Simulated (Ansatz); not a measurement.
# C₂H₇AlS: basis-set convergence

An exercise on one series of results from a longer session: the logs are not shown, and one member is left open.

Computed with Ansatz 0.2.0, Gaussian basis. Level: one geometry, several basis sets.

Plan: PBE0-D4/def2-SVP; ωB97M-V/def2-SVP; PBE0-D4/def2-QZVPP; ωB97M-V/def2-QZVPP; the functionals' def2-TZVPP values are taken from earlier runs.

### The geometry

An earlier PBE0-D4 in a triple-zeta def2 set relaxation fixed the geometry.

SMILES `[CH3][AlH][S]C`, 11 atoms, charge 0, spin multiplicity 1.

Atoms are counted from 1 here; the program's logs count them from 0.

Bond lengths: C1–Al2 1.951 Å, C1–H5 1.095 Å, C1–H6 1.093 Å, C1–H7 1.095 Å, Al2–S3 2.176 Å, Al2–H8 1.584 Å, S3–C4 1.821 Å, C4–H9 1.089 Å, C4–H10 1.089 Å, C4–H11 1.089 Å. Angles: Al2–C1–H5 111.6°, Al2–C1–H6 111.1°, Al2–C1–H7 111.7°, H5–C1–H6 107.6°, H5–C1–H7 107.0°, H6–C1–H7 107.6°, C1–Al2–S3 120.8°, C1–Al2–H8 124.6°, S3–Al2–H8 114.6°, Al2–S3–C4 103.6°, S3–C4–H9 108.8°, S3–C4–H10 108.8°, S3–C4–H11 112.0°, H9–C4–H10 109.1°, H9–C4–H11 109.0°, H10–C4–H11 109.0°.

Coordinates:

```xyz
11

C    -0.7986    1.4486   -0.4845
Al    0.9420    0.6828   -0.9229
S     1.5725   -1.2152   -0.0662
C     0.1644   -1.7018    0.9809
H    -0.8979    1.6362    0.5893
H    -0.9516    2.3989   -1.0022
H    -1.6172    0.7801   -0.7690
H     1.9976    1.3499   -1.8971
H     0.5097   -1.8033    2.0091
H    -0.2142   -2.6633    0.6359
H    -0.6415   -0.9701    0.9475
```

The first run:

Input file in.yaml:

```yaml
crystal:
  periodic: [false, false, false]
  atoms:
    - {symbol: C, position_ang: [-0.798553, 1.448586, -0.484480]}
    - {symbol: Al, position_ang: [0.941972, 0.682845, -0.922919]}
    - {symbol: S, position_ang: [1.572497, -1.215192, -0.066176]}
    - {symbol: C, position_ang: [0.164383, -1.701783, 0.980886]}
    - {symbol: H, position_ang: [-0.897883, 1.636203, 0.589282]}
    - {symbol: H, position_ang: [-0.951587, 2.398893, -1.002241]}
    - {symbol: H, position_ang: [-1.617194, 0.780142, -0.769025]}
    - {symbol: H, position_ang: [1.997579, 1.349895, -1.897075]}
    - {symbol: H, position_ang: [0.509732, -1.803258, 2.009123]}
    - {symbol: H, position_ang: [-0.214194, -2.663279, 0.635865]}
    - {symbol: H, position_ang: [-0.641452, -0.970051, 0.947459]}
basis:
  gaussian: {orbitals: def2-SVP}
hamiltonian: {xc: pbe0, dispersion: d4}
output: {orbitals: {seedname: orbitals}}
```

Steps of the session up to this table: PBE0-D4 in def2-SVP; ωB97M-V in def2-SVP; PBE0-D4 in def2-QZVPP; ωB97M-V in def2-QZVPP.

One table of the session follows, with a row left open; its other results are not shown here.

It belongs to the step «Density functionals: the series». 

| functional | basis | HOMO (eV) |
| --- | --- | --- |
| PBE0-D4 | def2-SVP | -6.96 |
| PBE0-D4 | def2-TZVPP | -7.03 |
| PBE0-D4 | def2-QZVPP | ? |
| ωB97M-V | def2-SVP | -9.09 |
| ωB97M-V | def2-TZVPP | -9.20 |
| ωB97M-V | def2-QZVPP | -9.22 |

Estimate the missing values for PBE0-D4, def2-QZVPP.

The run gave: HOMO (eV): -7.05. In the column «HOMO (eV)» it lies between ωB97M-V, def2-SVP (-9.09) and PBE0-D4, def2-TZVPP (-7.03).
